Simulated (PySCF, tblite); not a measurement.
# C₂H₁₄GeOSi₃: geometry, infrared bands and NMR shifts

What infrared bands and NMR shifts should C₂H₁₄GeOSi₃ (`C[CH2][Ge@H]([SiH3])[SiH2]O[SiH3]`) show?

The runs use tblite 0.8.0 and PySCF 2.14.0, with density-fitted response routines of our own; the level of theory stands in each step. All values are computed, except where a source is named. Atoms count from 0, in the outputs and in this text.

## (1) Starting geometry

21 atoms, charge 0, multiplicity 1; geometry from: force field or distance geometry start.

Bonds of the start (Å): C0–C1 1.51, C1–Ge2 1.96, Ge2–Si3 2.33, Ge2–Si4 2.30, Si4–O5 1.73, O5–Si6 1.72, C0–H7 1.10, C0–H8 1.11, C0–H9 1.11, C1–H10 1.11, C1–H11 1.12, Ge2–H12 1.56, Si3–H13 1.47, Si3–H14 1.46, Si3–H15 1.48, Si4–H16 1.47, Si4–H17 1.47, Si6–H18 1.46, Si6–H19 1.48, Si6–H20 1.48.

## (2) Geometry optimisation with GFN2-xTB

The job: settings as JSON, then the geometry in Å.

```
{"job": {"kind": "relax", "xc": "GFN2-xTB", "basis": "xTB"}, "charge": 0, "multiplicity": 1}
C     -1.661500    -1.494800    -0.779700
C     -1.738100    -1.339400     0.725100
Ge    -0.752800     0.238500     1.329000
Si    -1.706500     2.151400     0.400400
Si     1.452200     0.113000     0.686300
O      1.534800     0.218300    -1.038400
Si     3.207500     0.079300    -1.435700
H     -2.238700    -2.385400    -1.083400
H     -0.612800    -1.617400    -1.109300
H     -2.115500    -0.602000    -1.268200
H     -2.795100    -1.257500     1.054700
H     -1.289100    -2.242200     1.217000
H     -0.840800     0.332000     2.881000
H     -0.987400     3.328400     0.902800
H     -1.597000     2.090500    -1.053700
H     -3.125500     2.220500     0.805800
H      2.006000    -1.164500     1.148300
H      2.185000     1.228800     1.291300
H      3.360700     0.165900    -2.885400
H      3.734100    -1.223300    -0.977400
H      3.971400     1.176700    -0.810900
```

On the command line:

```bash
$ OMP_NUM_THREADS=1 python probes_run.py task.json out
```

The driver reads the jobs from task.json and runs them one after another.

**Question.** This job is followed by: GFN2-xTB harmonic vibrations, gas phase; GIAO PBE0/pcSseg-1 NMR shielding, non-relativistic, gas phase. What will the session give for the following? strongest single infrared mode (GFN2-xTB); zero-point energy (GFN2-xTB); 13C shifts against TMS (PBE0/pcSseg-1); 1H shifts against TMS (PBE0/pcSseg-1, means over atoms taken as alike); 73Ge shifts against GeMe4 (PBE0/pcSseg-1); 29Si shifts against TMS (PBE0/pcSseg-1); 17O shifts against H2O (PBE0/pcSseg-1); surface potential, 1st and 99th percentile.

The runs gave:

| quantity | value |
| --- | --- |
| strongest single infrared mode (GFN2-xTB) | 1774 cm⁻¹, 644 km/mol |
| zero-point energy (GFN2-xTB) | 87.8 kcal/mol |
| 13C shifts against TMS (PBE0/pcSseg-1) | 16.9, 13.1 ppm |
| 1H shifts against TMS (PBE0/pcSseg-1, means over atoms taken as alike) | 5.84, 5.72, 5.09, 3.80, 3.56, 1.39, 1.23, 1.20 ppm |
| 73Ge shifts against GeMe4 (PBE0/pcSseg-1) | -299 ppm |
| 29Si shifts against TMS (PBE0/pcSseg-1) | -15.1, -41.6, -106.3 ppm |
| 17O shifts against H2O (PBE0/pcSseg-1) | 3.6 ppm |
| surface potential, 1st and 99th percentile | -0.65 V and 1.23 V |

Relaxing lowered the energy by 0.870 eV in 205 steps; the close pair that moved most is O5–Si6, from 1.725 to 1.616 Å. The lowest mode is slightly imaginary (19i cm⁻¹), a soft motion within the noise of the Hessian, so the minimum is not strictly shown. The strongest single mode, at 1774 cm⁻¹, moves mainly H12. Unscaled tight-binding wavenumbers are off by several per cent, some by more. Its intensities can rank the bands wrongly. By nearest atom (PBE0/pcSseg-1), the HOMO sits on Ge2 24 %; Si4 18 % and the LUMO on Si4 18 %; Ge2 14 %. Spin-orbit coupling is left out, which matters for shieldings and couplings at and beside the heavy atoms.
